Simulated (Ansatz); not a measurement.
# CuSiO3: the cost of one run

Program: Ansatz 0.2.0, driven from Python. Level of theory: DFT LDA, plane waves, PAW. These are calculated values, not measurements.

## 1. Starting point

The structure is orthorhombic, space group Pmma (No. 51). The conventional cell has a = 8.958 Å, b = 2.860 Å, c = 4.918 Å, α = 90.00°, β = 90.00°, γ = 90.00°. Si (site symmetry mm2) is surrounded by 4 O at 1.64 to 1.67 Å. Cu (site symmetry 2/m) is surrounded by 4 O at 1.93 Å. Around O (site symmetry m) lie 1 Si at 1.64 Å and 2 Cu at 1.93 Å. O (site symmetry mm2) is surrounded by 2 Si at 1.67 Å.

The script holds or builds the structure itself.

## 2. The code

vcrelax.py reads:

```python
"""Relax cell and ions of CuSiO3."""

import ansatz as az
from ase.data import atomic_numbers
import matplotlib.pyplot as plt
import numpy as np
import spglib

def edges_and_angles(cell):
    cell = np.asarray(cell)
    a, b, c = np.linalg.norm(cell, axis=1)
    cosines = cell[1] @ cell[2] / (b * c), cell[0] @ cell[2] / (a * c), cell[0] @ cell[1] / (a * b)
    return (a, b, c, *np.degrees(np.arccos(cosines)))

vectors = np.array([
    [8.958139, 0.0, 0.0],
    [0.0, 2.860253, 0.0],
    [0.0, 0.0, 4.918236],
])
structure = (
    az.Lattice.of(vectors)
    .atom("Si", (0.75, 0.5, 0.877859))
    .atom("Si", (0.25, 0.5, 0.122141))
    .atom("Cu", (0.5, 0.0, 0.5))
    .atom("Cu", (0.0, 0.0, 0.5))
    .atom("O", (0.597254, 0.5, 0.695657))
    .atom("O", (0.402746, 0.5, 0.304343))
    .atom("O", (0.902746, 0.5, 0.695657))
    .atom("O", (0.097254, 0.5, 0.304343))
    .atom("O", (0.25, 0.0, 0.945232))
    .atom("O", (0.75, 0.0, 0.054768))
)

# only the volume may change
calculation = (
    structure.calculation()
    .functional(az.Functional.LDA)
    .pseudopotentials("paw")
    .kpoints(4, 10, 6, center="gamma")
    .occupations("Fermi-Dirac", width=0.1)
    .relax(force_tolerance=0.005, max_steps=40, fix_cell=["shape"])
    .density_of_states(energy_step=0.1, nscf_kmesh_spacing=0.14)
    .band_table()
)
steps = []


def collect(event):
    if event["event"] == "relax_step":
        steps.append(event["data"])


done = calculation.session().plan().execute(on_event=collect)
rep = done.report
print("step   energy (eV)     max comp. (eV/A)   P (GPa)  SCF")
for s in steps:
    print(f"{s['step']:4d} {s['lagrangian_ev']:15.5f} {s['allowed_force_max_ev_ang']:12.4f} {s['pressure_gpa']:10.3f} {s['n_scf']:5d}")

first, last = steps[0], steps[-1]
symbols = [site.symbol for site in done.lattice.sites]
print(f"energy gained {first['lagrangian_ev'] - last['lagrangian_ev']:.4f} eV in {len(steps) - 1} steps")
for label, vectors in (("before", first["cell_ang"]), ("after", done.lattice.cell_ang)):
    print(label, "a b c (A) {:.4f} {:.4f} {:.4f}  angles {:.2f} {:.2f} {:.2f}".format(*edges_and_angles(vectors)), f" V = {abs(np.linalg.det(vectors)):.3f} A^3")
print("final stress xx yy zz (GPa, compression positive):", np.round(np.diag(rep["stress_gpa"]), 3) + 0.0)

change = np.array(last["positions_ang"]) @ np.linalg.inv(last["cell_ang"]) - np.array(first["positions_ang"]) @ np.linalg.inv(first["cell_ang"])
moved = np.linalg.norm(change @ np.array(last["cell_ang"]), axis=1)
print("displacement within the cell, strain taken out (A):", " ".join(f"{s}:{d:.3f}" for s, d in zip(symbols, moved)))

fractions = [site.position_frac for site in done.lattice.sites]
numbers = [atomic_numbers[s] for s in symbols]
for tolerance in (1e-3, 1e-2, 1e-1):
    print(f"space group at {tolerance} A:", spglib.get_spacegroup((done.lattice.cell_ang, fractions, numbers), symprec=tolerance))

print("relaxed fractional positions")
for site in done.lattice.sites:
    print(f"  {site.symbol:2s}", " ".join(f"{v % 1:8.5f}" for v in np.round(site.position_frac, 5)))

n_atoms = len(rep["lattice"]["sites"])
print("F =", round(rep["free_energy_ev"], 4), "eV for", n_atoms, "atoms")
print("E(sigma -> 0) =", round(rep["energy_sigma0_ev"], 4), "eV, TS =", round(rep["entropy_ts_ev"], 5), "eV")
print("closed by", rep["closed_by"], "after", rep["n_iterations"], "iterations")

dos = done.density_of_states()
energy = np.asarray(dos.energies_ev) - dos.fermi_ev
top = min(levels[-1] for levels in rep["eigenvalues_ev"]) - dos.fermi_ev  # the computed bands end here
fig, ax = plt.subplots(figsize=(5, 3.2))
for spin, channel in enumerate(dos.channels):
    ax.plot(energy, (-1) ** spin * np.asarray(channel.g_bin_mean_per_ev), lw=1)
ax.axvline(0, color="k", ls=":")
ax.set(xlim=(-6, min(6, top)), xlabel="E - E_F (eV)", ylabel="states/eV", title="CuSiO3")
fig.tight_layout()
fig.savefig("dos.png", dpi=100)
print("states below E_F:", round(float(np.interp(0.0, energy, dos.spin_summed_integrated)), 3))
```

## 3. The calls as engine input

The package turns the script's settings into the engine's input:

```yaml
crystal:
  lattice:
    - [8.958139, 0.0, 0.0]
    - [0.0, 2.860253, 0.0]
    - [0.0, 0.0, 4.918236]
  atoms:
    - { symbol: Si, position: [0.75, 0.5, 0.877859] }
    - { symbol: Si, position: [0.25, 0.5, 0.122141] }
    - { symbol: Cu, position: [0.5, 0.0, 0.5] }
    - { symbol: Cu, position: [0.0, 0.0, 0.5] }
    - { symbol: O, position: [0.597254, 0.5, 0.695657] }
    - { symbol: O, position: [0.402746, 0.5, 0.304343] }
    - { symbol: O, position: [0.902746, 0.5, 0.695657] }
    - { symbol: O, position: [0.097254, 0.5, 0.304343] }
    - { symbol: O, position: [0.25, 0.0, 0.945232] }
    - { symbol: O, position: [0.75, 0.0, 0.054768] }
kpoints:
  mp_grid:
    grid: [4, 10, 6]
    shift: [0.0, 0.0, 0.0]
hamiltonian:
  xc: lda
  pseudopotentials:
    kind: paw
scf:
  occupations:
    method: fermi_dirac
    width: 0.1
relax:
  f_tol: 0.005
  max_steps: 40
  cell:
    fix: [shape]
output:
  dos:
    de: 0.1
    nscf_kmesh:
      kspacing: 0.14
  eigenvalues: true
```

## 4. The run

The run is started by

```
$ python vcrelax.py
```

What time and memory should one allow on 1 thread of Intel Xeon 6975P-C (Granite Rapids), shared host?

About 2.5 min, with a peak of 0.9 GiB.
